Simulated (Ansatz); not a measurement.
# TaN: the cost of one run

Computed with Ansatz 0.2.0 (DFT LDA+U (U_eff = 8 eV on Ta d), plane waves, PAW, no spin–orbit coupling unless a run says so, unless a step's input says otherwise).

2 further runs of the same task are left out: 2 that didn't finish. Runs told in other sessions of the task aren't counted.

## 1. The starting structure

Symmetry: F-43m, No. 216, cubic system. Conventional cell: a = 4.982 Å, b = 4.982 Å, c = 4.982 Å, α = 90.00°, β = 90.00°, γ = 90.00°. Ta (site symmetry -43m) is surrounded by 4 N at 2.16 Å. Around N (site symmetry -43m) lie 4 Ta at 2.16 Å.

Structure file:

```
CELL_PARAMETERS angstrom
0.00000 2.49114 2.49114
4.98229 2.49114 2.49114
4.98229 4.98229 0.00000
ATOMIC_POSITIONS crystal
Ta 0.00000 0.00000 0.00000
N 0.25000 0.25000 0.00000
Ta 0.00000 0.00000 0.50000
N 0.25000 0.25000 0.50000
```

## 2. Ferromagnetic start, free, symmetry kept, no search

The input, input.yaml:

```yaml
crystal:
  lattice:
    - [0.0, 2.49114377, 2.49114377]
    - [4.98228754, 2.49114377, 2.49114377]
    - [4.98228754, 4.98228754, 0.0]
  atoms:
    - { symbol: Ta, position: [0.0, 0.0, 0.0], spin: 2.0 }
    - { symbol: "N", position: [0.25, 0.25, 0.0] }
    - { symbol: Ta, position: [0.0, 0.0, 0.5], spin: 2.0 }
    - { symbol: "N", position: [0.25, 0.25, 0.5] }
basis:
  ecutwfc: 420
  ecutrho_ratio: 4
kpoints:
  mp_grid: { grid: [7, 7, 7] }
hamiltonian:
  xc: lda
  hubbard:
    sites: [{ site: 0, l: d, u_eff: 8.0 }, { site: 2, l: d, u_eff: 8.0 }]
scf:
  occupations: { method: gaussian, width: 0.05 }
  lower_state_search: "off"
  max_iter: 150
output:
  forces: true
  stress: true
  eigenvalues: true
  populations: true
  hubbard: { sites: [{ site: 0, l: d }, { site: 2, l: d }] }
magnetization:
  spin_polarized: true
```

Started as:

```sh
$ ansatz run input.yaml --threads 2 --pin off --max-ram 3072MiB --backend cpu --events-out ev --progress --plain --runs-dir out
```

What time and memory should one allow on 2 threads of Intel Xeon Platinum 8259CL at 2.50GHz (Skylake/Cascade Lake), shared host?

About 14 s, with a peak of 0.51 GiB.
